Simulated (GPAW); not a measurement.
The system is VGe3.

```xyz
8
Lattice="4.7680 0.0000 0.0000 0.0000 4.7680 0.0000 0.0000 0.0000 4.7680" Properties=species:S:1:pos:R:3 pbc="T T T"
Ge    0.0000    2.3840    1.1920
Ge    0.0000    2.3840    3.5760
Ge    2.3840    1.1920    0.0000
Ge    3.5760    0.0000    2.3840
Ge    2.3840    3.5760    0.0000
Ge    1.1920    0.0000    2.3840
V     2.3840    2.3840    2.3840
V     0.0000    0.0000    0.0000
```

```yaml
Program: GPAW 26.7.0
Task: relaxation of cell and atoms
Functional: PBEsol
Potentials_or_basis: PAW data sets generated in the run's folder for this functional
Cutoff: 600 eV
Basis: pw
k_mesh: 4 × 4 × 4
Occupations: fermi-dirac, width 0.05 eV
Spin: collinear spin, ferromagnetic start
Starting_moments: "[0.0, 0.0, 0.0, 0.0, 0.0, 0.0, 2.0, 2.0] μB"
```

At the start: pressure 23.5 GPa; volume 13.55 Å³/atom.

Q: How do energy, volume and symmetry change on relaxing?

A: Over 5 steps the energy falls by 139.8 meV/atom and the volume is 15.73 Å³/atom (+16.1 %); space group Pm-3n (No. 223, to 0.05 Å); moment 2.73 μB per cell.

The path:
| step | energy change (eV) | largest force (eV/Å) | pressure (GPa) | volume (Å³) |
| --- | --- | --- | --- | --- |
| 1 | 0.0000 | 0.0000 | 23.46 | 108.39 |
| 2 | -0.1624 | 0.0000 | 21.27 | 109.55 |
| 3 | -0.9289 | 0.0000 | 8.23 | 118.09 |
| 4 | -1.1134 | 0.0000 | 1.23 | 124.59 |
| 5 | -1.1183 | 0.0000 | 0.11 | 125.86 |

Final structure:
```
CELL_PARAMETERS angstrom
5.01139 0.00000 0.00000
0.00000 5.01139 0.00000
0.00000 0.00000 5.01139
ATOMIC_POSITIONS crystal
Ge 0.00000 0.50000 0.25000
Ge 0.00000 0.50000 0.75000
Ge 0.50000 0.25000 0.00000
Ge 0.75000 0.00000 0.50000
Ge 0.50000 0.75000 0.00000
Ge 0.25000 0.00000 0.50000
V 0.50000 0.50000 0.50000
V 0.00000 0.00000 0.00000
```

Caveat: each step starts from the last one's moments, so a moment once lost doesn't come back; later steps reuse the first step's grids; the volume moved by over 15 % at a fixed basis, so the end points are rough.
